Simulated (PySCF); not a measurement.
# C2HClF4 (1,1,1,2-tetrafluorochloroethane): levels of theory compared

Aim: a comparison of 6 runs (HF/3-21G, HF/def2-SVP, PBE0/def2-SVP, B3LYP/6-31G*, B3LYP/6-31+G*, TPSSh/aug-cc-pVDZ) of C2HClF4 (1,1,1,2-tetrafluorochloroethane). 

The calculation is run with PySCF 2.14.0.

1 further run of the same task is left out (set aside as unsound or not needed).

## (1) The structure to begin with

The species is C2HClF4 (8 atoms), meant as a singlet with charge 0. SMILES: `FC(Cl)C(F)(F)F`. The shape is that of a PBE0-D4/def2-TZVP optimisation.

Bond lengths: F1–C2 1.349 Å, C2–Cl3 1.755 Å, C2–C4 1.533 Å, C4–F5 1.330 Å, C4–F6 1.325 Å, C4–F7 1.333 Å, C2–H8 1.091 Å. Some angles: F1–C2–Cl3 110.5°, F1–C2–C4 108.4°, Cl3–C2–C4 110.8°, C2–C4–F5 110.2°, C2–C4–F6 112.1°, C2–C4–F7 108.9°, F5–C4–F6 109.0°, F5–C4–F7 108.2°, F6–C4–F7 108.4°, F1–C2–H8 109.6°.

## (2) Energy and gradient at HF/3-21G (run 1)

File calc.py:

```python
# 1,1,1,2-tetrafluorochloroethane
from pyscf import gto

mol = gto.Mole()
mol.atom = '''
F       -1.009760      -0.997300       1.034070
C       -0.026700      -0.752310       0.143750
Cl       1.532940      -1.198140       0.813200
C       -0.058240       0.737850      -0.214790
F        0.860470       1.007860      -1.137810
F        0.152480       1.509050       0.841250
F       -1.256040       1.034230      -0.720280
H       -0.195140      -1.341240      -0.759390
'''
mol.spin = 0
mol.max_memory = 1860
mol.verbose = 3
mol.basis = '3-21g'
mol.build()

mf = mol.RHF()
mf.conv_tol = 1e-10
mf.kernel()
if not mf.converged:
    mf = mf.newton().run(mf.mo_coeff, mf.mo_occ)

e_final = mf.e_tot
print('E = %.10f Eh' % e_final)
grad = mf.nuc_grad_method().kernel()
dip = mf.dip_moment()
pop, q = mf.mulliken_pop()
```

Command:

```sh
$ OMP_NUM_THREADS=1 python calc.py
```

What it wrote:

```text
converged SCF energy = -928.786639384832
E = -928.7866393848 Eh
--------------- RHF gradients ---------------
         x                y                z
0 F     0.0159104839     0.0015839348    -0.0174235433
1 C     0.0195726844    -0.0145440286     0.0476634466
2 Cl    -0.0334601537     0.0092800506    -0.0152739195
3 C     0.0041149255     0.0228592458    -0.0046718539
4 F    -0.0106557947    -0.0001229420     0.0083965993
5 F    -0.0037251118    -0.0077559985    -0.0130165770
6 F     0.0122838027    -0.0015995242     0.0048475234
7 H    -0.0040408363    -0.0097007379    -0.0105216757
----------------------------------------------
Dipole moment(X, Y, Z, Debye): -0.07759, -1.15909, -1.44962
 ** Mulliken pop  **
pop of  0 F 1s            1.98537
pop of  0 F 2s            0.44682
pop of  0 F 3s            1.56448
pop of  0 F 2px           0.76265
pop of  0 F 2py           0.89748
pop of  0 F 2pz           0.79475
pop of  0 F 3px           0.93053
pop of  0 F 3py           1.02334
pop of  0 F 3pz           0.95060
pop of  1 C 1s            1.98874
pop of  1 C 2s            0.36880
pop of  1 C 3s            1.07348
pop of  1 C 2px           0.41968
pop of  1 C 2py           0.59352
pop of  1 C 2pz           0.52588
pop of  1 C 3px           0.34241
pop of  1 C 3py           0.39021
pop of  1 C 3pz           0.43443
pop of  2 Cl 1s           1.99868
pop of  2 Cl 2s           1.96103
pop of  2 Cl 3s           1.14224
pop of  2 Cl 4s           0.83006
pop of  2 Cl 2px          1.96364
pop of  2 Cl 2py          1.97131
pop of  2 Cl 2pz          1.97055
pop of  2 Cl 3px          0.86908
pop of  2 Cl 3py          1.09707
pop of  2 Cl 3pz          1.06698
pop of  2 Cl 4px          0.39206
pop of  2 Cl 4py          0.83132
pop of  2 Cl 4pz          0.78341
pop of  3 C 1s            1.98573
pop of  3 C 2s            0.43710
pop of  3 C 3s            0.44081
pop of  3 C 2px           0.43254
pop of  3 C 2py           0.57188
pop of  3 C 2pz           0.44572
pop of  3 C 3px           0.11347
pop of  3 C 3py           0.26579
pop of  3 C 3pz           0.11516
pop of  4 F 1s            1.98568
pop of  4 F 2s            0.44668
pop of  4 F 3s            1.57058
pop of  4 F 2px           0.78734
pop of  4 F 2py           0.89067
pop of  4 F 2pz           0.78251
pop of  4 F 3px           0.95188
pop of  4 F 3py           1.01501
pop of  4 F 3pz           0.94869
pop of  5 F 1s            1.98568
pop of  5 F 2s            0.44725
pop of  5 F 3s            1.57120
pop of  5 F 2px           0.89118
pop of  5 F 2py           0.81714
pop of  5 F 2pz           0.75236
pop of  5 F 3px           1.01351
pop of  5 F 3py           0.96304
pop of  5 F 3pz           0.93020
pop of  6 F 1s            1.98568
pop of  6 F 2s            0.44676
pop of  6 F 3s            1.57246
pop of  6 F 2px           0.70909
pop of  6 F 2py           0.88892
pop of  6 F 2pz           0.86191
pop of  6 F 3px           0.90411
pop of  6 F 3py           1.01425
pop of  6 F 3pz           0.99789
pop of  7 H 1s            0.47459
pop of  7 H 2s            0.21494
 ** Mulliken atomic charges  **
charge of    0F =     -0.35603
charge of    1C =     -0.13715
charge of    2Cl =      0.12259
charge of    3C =      1.19179
charge of    4F =     -0.37903
charge of    5F =     -0.37156
charge of    6F =     -0.38108
charge of    7H =      0.31047
```

It took 2.6 s on 1 thread of Arm Neoverse V1, shared host; peak memory 0.14 GiB.

## (3) Energy and forces at HF/def2-SVP (run 2)

File calc.py:

```python
import pyscf.grad
from pyscf import gto, scf

molecule = gto.M(
    atom='''
F     -1.009760    -0.997300     1.034070
C     -0.026700    -0.752310     0.143750
Cl     1.532940    -1.198140     0.813200
C     -0.058240     0.737850    -0.214790
F      0.860470     1.007860    -1.137810
F      0.152480     1.509050     0.841250
F     -1.256040     1.034230    -0.720280
H     -0.195140    -1.341240    -0.759390
''',
    spin=0,
    max_memory=1860,
    verbose=4,
    basis='def2-svp',
)

mf = scf.RHF(molecule)
mf.conv_tol = 1e-10
mf.kernel()
if not mf.converged:
    mf = mf.newton().run(mf.mo_coeff, mf.mo_occ)

etot = mf.e_tot
print('E(%s) = %.9f' % ('HF', etot))
grad = mf.Gradients().kernel()
mf.analyze()
```

Command:

```sh
$ OMP_NUM_THREADS=1 python calc.py
```

What it wrote:

```text
PySCF version 2.14.0

[... 80 lines left out ...]
One-electron Energy =                -2134.069943913892530
[... 11 lines left out ...]
MO #7   energy= -11.4268537067937  occ= 2
[... 9 lines left out ...]
MO #17  energy= -1.04166502097378  occ= 2
[... 9 lines left out ...]
MO #27  energy= -0.690477420544612 occ= 2
[... 9 lines left out ...]
MO #37  energy= 0.363218543426711  occ= 0
[... 9 lines left out ...]
MO #47  energy= 0.738773991640839  occ= 0
[... 9 lines left out ...]
MO #57  energy= 1.21721947324903   occ= 0
[... 9 lines left out ...]
MO #67  energy= 1.6480695103712    occ= 0
[... 9 lines left out ...]
MO #77  energy= 2.14967276908665   occ= 0
[... 9 lines left out ...]
MO #87  energy= 3.09730434308474   occ= 0
[... 9 lines left out ...]
MO #97  energy= 3.55113125429358   occ= 0
[... 9 lines left out ...]
MO #107 energy= 4.26474389758607   occ= 0
[... 79 lines left out ...]
pop of  5 F 2px           1.93537
pop of  5 F 2py           1.81801
pop of  5 F 2pz           1.70496
pop of  5 F 3px           0.00173
pop of  5 F 3py           0.00253
pop of  5 F 3pz           0.00122
pop of  5 F 3dxy          0.00055
pop of  5 F 3dyz          0.00279
pop of  5 F 3dz^2         0.00167
pop of  5 F 3dxz          0.00088
pop of  5 F 3dx2-y2       0.00063
pop of  6 F 1s            1.99998
pop of  6 F 2s            1.82089
pop of  6 F 3s            0.00389
pop of  6 F 2px           1.63817
pop of  6 F 2py           1.93582
pop of  6 F 2pz           1.89129
pop of  6 F 3px           0.00080
pop of  6 F 3py           0.00287
pop of  6 F 3pz           0.00166
pop of  6 F 3dxy          0.00122
pop of  6 F 3dyz          0.00029
pop of  6 F 3dz^2         0.00078
pop of  6 F 3dxz          0.00194
pop of  6 F 3dx2-y2       0.00201
pop of  7 H 1s            0.85231
pop of  7 H 2s            0.01529
pop of  7 H 2px           0.00044
pop of  7 H 2py           0.00118
pop of  7 H 2pz           0.00160
 ** Mulliken atomic charges  **
charge of    0F =     -0.31431
charge of    1C =      0.28438
charge of    2Cl =     -0.08347
charge of    3C =      0.87650
charge of    4F =     -0.30000
charge of    5F =     -0.29069
charge of    6F =     -0.30159
charge of    7H =      0.12918
Dipole moment(X, Y, Z, Debye):  0.17197, -1.24491, -1.18308
```

Run time: 9.9 s. Hardware: 1 thread of Arm Neoverse V1, shared host; peak memory 0.24 GiB.

Run 3 isn't shown in full; the table further down has it.

## (4) Energy and forces at B3LYP/6-31G(d) (Cartesian functions) (run 4)

File run.py:

```python
# 1,1,1,2-tetrafluorochloroethane
import pyscf.grad
from pyscf import gto, dft

mol = gto.M(
    atom='''
F     -1.009760    -0.997300     1.034070
C     -0.026700    -0.752310     0.143750
Cl     1.532940    -1.198140     0.813200
C     -0.058240     0.737850    -0.214790
F      0.860470     1.007860    -1.137810
F      0.152480     1.509050     0.841250
F     -1.256040     1.034230    -0.720280
H     -0.195140    -1.341240    -0.759390
''',
    charge=0,
    max_memory=1860,
    verbose=3,
    basis='6-31g*',
    cart=True,
)

calc0 = dft.RKS(mol, xc='b3lyp')
calc0.grids.level = 5
calc0.conv_tol = 1e-10
calc0.kernel()
if not calc0.converged:
    calc0 = calc0.newton().run(calc0.mo_coeff, calc0.mo_occ)

etot = calc0.e_tot
print('E(%s) = %.9f' % ('B3LYP', etot))
grad = calc0.Gradients().kernel()
dip = calc0.dip_moment()
pop, q = calc0.mulliken_pop()
```

Command:

```sh
$ OMP_NUM_THREADS=1 python run.py
```

What it wrote:

```text
converged SCF energy = -936.36118955718
[... 9 lines left out ...]
Dipole moment(X, Y, Z, Debye): -0.17755, -0.76480, -1.02915
[... 81 lines left out ...]
pop of  5  F 2s           0.95100
pop of  5  F 3s           0.96041
pop of  5  F 2px          1.18291
pop of  5  F 2py          1.10015
pop of  5  F 2pz          1.03611
pop of  5  F 3px          0.70306
pop of  5  F 3py          0.65175
pop of  5  F 3pz          0.59749
pop of  5  F 3dxx         0.00809
pop of  5  F 3dxy         0.00178
pop of  5  F 3dxz         0.00284
pop of  5  F 3dyy         0.01598
pop of  5  F 3dyz         0.00634
pop of  5  F 3dzz         0.02262
pop of  6  F 1s           1.99327
pop of  6  F 2s           0.94986
pop of  6  F 3s           0.96950
pop of  6  F 2px          0.99091
pop of  6  F 2py          1.17561
pop of  6  F 2pz          1.15142
pop of  6  F 3px          0.57141
pop of  6  F 3py          0.70810
pop of  6  F 3pz          0.68544
pop of  6  F 3dxx         0.02664
pop of  6  F 3dxy         0.00418
pop of  6  F 3dxz         0.00506
pop of  6  F 3dyy         0.00839
pop of  6  F 3dyz         0.00129
pop of  6  F 3dzz         0.00992
pop of  7  H 1s           0.53376
pop of  7  H 2s           0.26378
 ** Mulliken atomic charges  **
charge of    0F =     -0.24939
charge of    1C =     -0.01324
charge of    2Cl =     -0.00126
charge of    3C =      0.78851
charge of    4F =     -0.24230
charge of    5F =     -0.23379
charge of    6F =     -0.25100
charge of    7H =      0.20247
```

It took 58 s on 1 thread of Arm Neoverse V1, shared host; peak memory 1.1 GiB.

Run 5 isn't shown in full; the table further down has it.

## (5) Energy and forces at TPSSh/aug-cc-pVDZ (run 6)

File run.py:

```python
# 1,1,1,2-tetrafluorochloroethane
from pyscf import gto, dft

mol = gto.M(
    atom=[
    ('F', (-1.009760, -0.997300, 1.034070)),
    ('C', (-0.026700, -0.752310, 0.143750)),
    ('Cl', (1.532940, -1.198140, 0.813200)),
    ('C', (-0.058240, 0.737850, -0.214790)),
    ('F', (0.860470, 1.007860, -1.137810)),
    ('F', (0.152480, 1.509050, 0.841250)),
    ('F', (-1.256040, 1.034230, -0.720280)),
    ('H', (-0.195140, -1.341240, -0.759390)),
],
    spin=0,
    basis='aug-cc-pvdz',
    max_memory=1860,
    verbose=4,
)

calc0 = dft.RKS(mol, xc='tpssh')
calc0.conv_tol = 1e-10
calc0.grids.level = 5
calc0.kernel()
if not calc0.converged:
    calc0 = calc0.newton().run(calc0.mo_coeff, calc0.mo_occ)

e_tot = calc0.e_tot
print('E = %.10f Eh' % e_tot)
grad = calc0.nuc_grad_method().kernel()
calc0.analyze()
```

Command:

```sh
$ OMP_NUM_THREADS=1 python run.py
```

What it wrote:

```text
PySCF version 2.14.0

[... 97 lines left out ...]
Two-electron Energy =                  776.511418672824789
[... 17 lines left out ...]
MO #14  energy= -1.23698983213086  occ= 2
[... 15 lines left out ...]
MO #30  energy= -0.391804942846884 occ= 2
[... 15 lines left out ...]
MO #46  energy= 0.11314042406574   occ= 0
[... 15 lines left out ...]
MO #62  energy= 0.28100601894017   occ= 0
[... 15 lines left out ...]
MO #78  energy= 0.515254431660971  occ= 0
[... 15 lines left out ...]
MO #94  energy= 0.916846785780139  occ= 0
[... 15 lines left out ...]
MO #110 energy= 1.26932588552781   occ= 0
[... 15 lines left out ...]
MO #126 energy= 1.64562935893159   occ= 0
[... 15 lines left out ...]
MO #142 energy= 2.20977799134586   occ= 0
[... 15 lines left out ...]
MO #158 energy= 4.48172652620183   occ= 0
[... 15 lines left out ...]
MO #174 energy= 4.82421985478879   occ= 0
[... 146 lines left out ...]
pop of  6 F 3s            0.00442
pop of  6 F 4s            0.00082
pop of  6 F 2px           1.61038
pop of  6 F 2py           1.91276
pop of  6 F 2pz           1.86885
pop of  6 F 3px           0.00200
pop of  6 F 3py           0.00459
pop of  6 F 3pz           0.00331
pop of  6 F 4px           0.00070
pop of  6 F 4py           0.00099
pop of  6 F 4pz           0.00108
pop of  6 F 3dxy          0.00192
pop of  6 F 3dyz          0.00056
pop of  6 F 3dz^2         0.00121
pop of  6 F 3dxz          0.00258
pop of  6 F 3dx2-y2       0.00252
pop of  6 F 4dxy          0.00056
pop of  6 F 4dyz          0.00025
pop of  6 F 4dz^2         0.00044
pop of  6 F 4dxz          0.00085
pop of  6 F 4dx2-y2       0.00076
pop of  7 H 1s            0.84622
pop of  7 H 2s            0.00682
pop of  7 H 3s            0.00351
pop of  7 H 2px           0.00141
pop of  7 H 2py           0.00177
pop of  7 H 2pz           0.00155
pop of  7 H 3px           0.00129
pop of  7 H 3py           0.00136
pop of  7 H 3pz           0.00093
 ** Mulliken atomic charges  **
charge of    0F =     -0.26776
charge of    1C =      0.19799
charge of    2Cl =     -0.06085
charge of    3C =      0.77674
charge of    4F =     -0.26248
charge of    5F =     -0.25436
charge of    6F =     -0.26441
charge of    7H =      0.13513
Dipole moment(X, Y, Z, Debye):  0.01368, -0.96284, -0.97615
```

Run time: 4.3 min. Hardware: 1 thread of Arm Neoverse V1, shared host; peak memory 2.3 GiB.

## (6) The series

```
run                                level  integration grid  Cartesian functions  energy (Eh)  dipole moment (D)  HOMO energy (eV)  LUMO energy (eV)  wall time
  1                             HF/3-21G                 –                   no  -928.786639               1.86            -13.27              4.51      2.6 s
  2                          HF/def2-SVP                 –                   no  -933.043738               1.73            -13.08              4.72      9.9 s
  3                        PBE0/def2-SVP                 5                   no  -935.262635               1.40             -9.32              0.73       50 s
  4   B3LYP/6-31G* (Cartesian functions)                 5                  yes  -936.361190               1.29             -8.97              0.21       58 s
  5  B3LYP/6-31+G* (spherical functions)                 5                   no  -936.390207               1.50             -9.34             -0.47       83 s
  6                    TPSSh/aug-cc-pVDZ                 5                   no  -936.459759               1.37             -8.74             -0.57    4.3 min
```

## (7) What came out

| quantity | value |
| --- | --- |
| run 6: total energy | -936.45976 Eh |
| run 6: dipole moment | 1.37 D |
| run 6: HOMO energy | -8.74 eV |
| run 6: LUMO energy | -0.57 eV |
| run 6: HOMO–LUMO gap | 8.17 eV |
| run 6: largest force on an atom | 1.007 eV/Å |

What this shows: The dipole moment (its size) runs from 1.29 D (B3LYP/6-31G*) to 1.86 D (HF/3-21G). The two ends differ in method and basis. The HOMO–LUMO gap runs from 8.17 eV (TPSSh/aug-cc-pVDZ) to 17.81 eV (HF/def2-SVP). Totals of different functionals can't be ranked against each other. All runs together took 7.6 min, the longest 4.3 min.
